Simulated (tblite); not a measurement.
# C6H11N: the cost of one run

The runs use tblite 0.8.0 and PySCF 2.14.0, with density-fitted response routines of our own; the level of theory stands in each step. All values are computed, except where a source is named. Atoms are numbered from 0 throughout.

### Step 1. Starting geometry

18 atoms, charge 0, multiplicity 1; geometry from: force field or distance geometry start.

Bonds of the start (Å): C0–N1 1.47, N1–C2 1.26, C2–C3 1.52, C3–C4 1.56, C4–C5 1.52, C4–C6 1.56, C6–C2 1.52, C0–H7 1.09, C0–H8 1.09, C0–H9 1.10, C3–H10 1.08, C3–H11 1.11, C4–H12 1.10, C5–H13 1.10, C5–H14 1.09, C5–H15 1.10, C6–H16 1.09, C6–H17 1.10.

### Step 2. Optimising the geometry with GFN2-xTB

What the job is given:

```
{"job": {"kind": "relax", "xc": "GFN2-xTB", "basis": "xTB"}, "charge": 0, "multiplicity": 1}
C      2.899300    -0.408300     0.265700
N      1.855200    -0.880400    -0.656500
C      0.700200    -0.425600    -0.414300
C     -0.616800    -0.655300    -1.146300
C     -1.172400     0.557300    -0.328100
C     -2.502900     0.342000     0.364600
C      0.097300     0.550200     0.576400
H      3.830700    -0.933800     0.066700
H      3.085000     0.660100     0.123600
H      2.622400    -0.596000     1.317100
H     -0.572500    -0.527200    -2.221900
H     -1.066800    -1.634300    -0.893900
H     -1.217000     1.466500    -0.947000
H     -2.476100    -0.556600     0.990200
H     -3.309500     0.240300    -0.360500
H     -2.740400     1.198300     1.020300
H      0.618100     1.507300     0.660200
H     -0.042400     0.101800     1.572000
```

Run with:

```console
OMP_NUM_THREADS=1 python probes_run.py task.json out
```

One launch serves the whole session: the jobs run in the order shown.

**Question.** How long does this first job take on 1 thread of Arm Neoverse N1, shared host, and how much memory does it need?

About 1.1 s, with a peak of 0.18 GiB.
